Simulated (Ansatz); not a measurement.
**r2SCAN0/6-31G(d) (spherical functions) run of C3H5Ga (SMILES C#[C][GaH][CH3])**

Aim: the vertical singlet–triplet gap of C3H5Ga at r2SCAN0/6-31G* (spherical functions), from 2 runs. 

Program for the calculation: Ansatz 0.2.0.

64 further runs of the same task are left out: 64 set aside as unsound or not needed.

**1. The system as given**

The species is C3H5Ga (9 atoms), meant as a singlet with charge 0. As SMILES, `C#[C][GaH][CH3]`. The shape is that of a PBE0-D4/def2-TZVP optimisation.

Bond lengths: C1–C2 1.210 Å, C2–Ga3 1.925 Å, Ga3–C4 1.958 Å, C1–H5 1.066 Å, Ga3–H6 1.564 Å, C4–H7 1.093 Å, C4–H8 1.090 Å, C4–H9 1.094 Å. Some angles: C1–C2–Ga3 179.3°, C2–Ga3–C4 117.4°, C2–C1–H5 179.8°, C2–Ga3–H6 117.1°, C4–Ga3–H6 125.5°, Ga3–C4–H7 109.9°, Ga3–C4–H8 112.6°, Ga3–C4–H9 109.4°, H7–C4–H8 109.1°, H7–C4–H9 106.9°.

**2. The energy at r2SCAN0/6-31G(d) (spherical functions)**

input.yaml

```yaml
crystal:
  periodic: [false, false, false]
  atoms:
    - symbol: C
      position_ang: [1.498700, 0.816800, -2.138700]
    - symbol: C
      position_ang: [0.950000, 0.745200, -1.062800]
    - symbol: Ga
      position_ang: [0.068800, 0.611200, 0.643700]
    - symbol: C
      position_ang: [-1.036100, -0.972500, 0.966400]
    - symbol: H
      position_ang: [1.983700, 0.883100, -3.086100]
    - symbol: H
      position_ang: [0.292600, 1.783100, 1.655500]
    - symbol: H
      position_ang: [-0.451400, -1.877200, 0.782100]
    - symbol: H
      position_ang: [-1.435200, -1.006300, 1.980000]
    - symbol: H
      position_ang: [-1.871000, -0.983500, 0.260000]
basis:
  gaussian:
    orbitals: 6-31G_st_-spherical.json
hamiltonian:
  xc: {name: r2SCAN0}
accuracy: high
output: {orbitals: {seedname: orbitals}}
```

The basis set 6-31G* is read from a file made from the Basis Set Exchange's data (not shown).

Command:

```console
$ ansatz run input.yaml --threads 1 --pin off --max-ram 3480MiB --events-out events.jsonl --progress --plain --runs-dir runs
```

What it wrote:

```text
Warning: RAYON_NUM_THREADS=1 ignored (pool sized by the plan → 1); use --threads N
Functional definition: r2SCAN0
  name "r2SCAN0"
  parameter a = 0.25
  parameter k0 = 0.174
  parameter k1 = 0.065
  parameter a1 = 4.9479
  exchange = (1 - a)*r2scan_x(k0 = k0, k1 = k1, a1 = a1) + a*exact_x
  correlation = r2scan_c
1868 factors; integrals over basis functions are off by at most 1.6e-8 eV
mean field evaluation 1: about -55550.9296 eV, gradient 5.1e1 eV
mean field evaluation 2: about -55550.2086 eV, gradient 5.4e1 eV
mean field evaluation 4: about -55557.0888 eV, gradient 2.5e0 eV
mean field evaluation 8: about -55557.2826 eV, gradient 1.8e-1 eV
mean field evaluation 16: about -55557.2827 eV, gradient 1.4e-5 eV
mean field -55557.28265865 eV, -2041.6924796268 hartree, gradient 3.1e-8 eV, S^2 0.000000; 0 other end points of the search recorded, 0 dependent functions left out
reference -55557.28265962 eV, -2041.6924796624 hartree; 27, 27 occupied and 57, 57 virtual orbitals, 1868 factors
Total energy: -55557.28265962 eV, -2041.6924796624 hartree
```

Wall time 11 s (1 thread of Intel Xeon Platinum 8488C (Sapphire Rapids), shared host); peak memory 0.36 GiB.

**3. The triplet at the same level**

input.yaml

```yaml
crystal:
  periodic: [false, false, false]
  atoms:
    - {symbol: C, position_ang: [1.498700, 0.816800, -2.138700]}
    - {symbol: C, position_ang: [0.950000, 0.745200, -1.062800]}
    - {symbol: Ga, position_ang: [0.068800, 0.611200, 0.643700]}
    - {symbol: C, position_ang: [-1.036100, -0.972500, 0.966400]}
    - {symbol: H, position_ang: [1.983700, 0.883100, -3.086100]}
    - {symbol: H, position_ang: [0.292600, 1.783100, 1.655500]}
    - {symbol: H, position_ang: [-0.451400, -1.877200, 0.782100]}
    - {symbol: H, position_ang: [-1.435200, -1.006300, 1.980000]}
    - {symbol: H, position_ang: [-1.871000, -0.983500, 0.260000]}
basis:
  gaussian:
    orbitals: 6-31G_st_-spherical.json
magnetization:
  spin_polarized: true
  initial_magnetization: 2
hamiltonian:
  xc: {name: r2SCAN0}
accuracy: high
output: {orbitals: {seedname: orbitals}}
```

The basis set 6-31G* is read from a file made from the Basis Set Exchange's data (not shown).

Command:

```console
$ ansatz run input.yaml --threads 1 --pin off --max-ram 3480MiB --events-out events.jsonl --progress --plain --runs-dir runs
```

What it wrote, cut to the lines that bear on the results:

```text
Warning: RAYON_NUM_THREADS=1 ignored (pool sized by the plan → 1); use --threads N
[... 2 set-up lines as earlier in the session ...]
[...]
1868 factors; integrals over basis functions are off by at most 1.6e-8 eV
[...]
mean field -55552.98161174 eV, -2041.5344190680 hartree, gradient 4.4e-8 eV, S^2 2.009223; 6 other end points of the search recorded, 0 dependent functions left out
reference -55552.98161529 eV, -2041.5344191985 hartree; 28, 26 occupied and 56, 58 virtual orbitals, 1868 factors
Total energy: -55552.98161529 eV, -2041.5344191985 hartree
```

It took 1.8 min on 1 thread of Intel Xeon Platinum 8488C (Sapphire Rapids), shared host; peak memory 0.65 GiB.

**4. What came out**

At r2SCAN0/6-31G* (spherical functions):

| quantity | value |
| --- | --- |
| singlet: total energy | -2041.69248 Eh |
| singlet: HOMO energy | -7.66 eV |
| singlet: LUMO energy | -1.33 eV |
| singlet: HOMO–LUMO gap | 6.33 eV |
| triplet: total energy | -2041.53442 Eh |
| triplet: HOMO energy (highest over α and β) | -4.06 eV |
| triplet: ⟨S²⟩ | 2.009 |
| vertical energy of the triplet above the singlet | 4.301 eV |

At this shape the triplet lies 4.30 eV (99 kcal/mol) above the singlet.
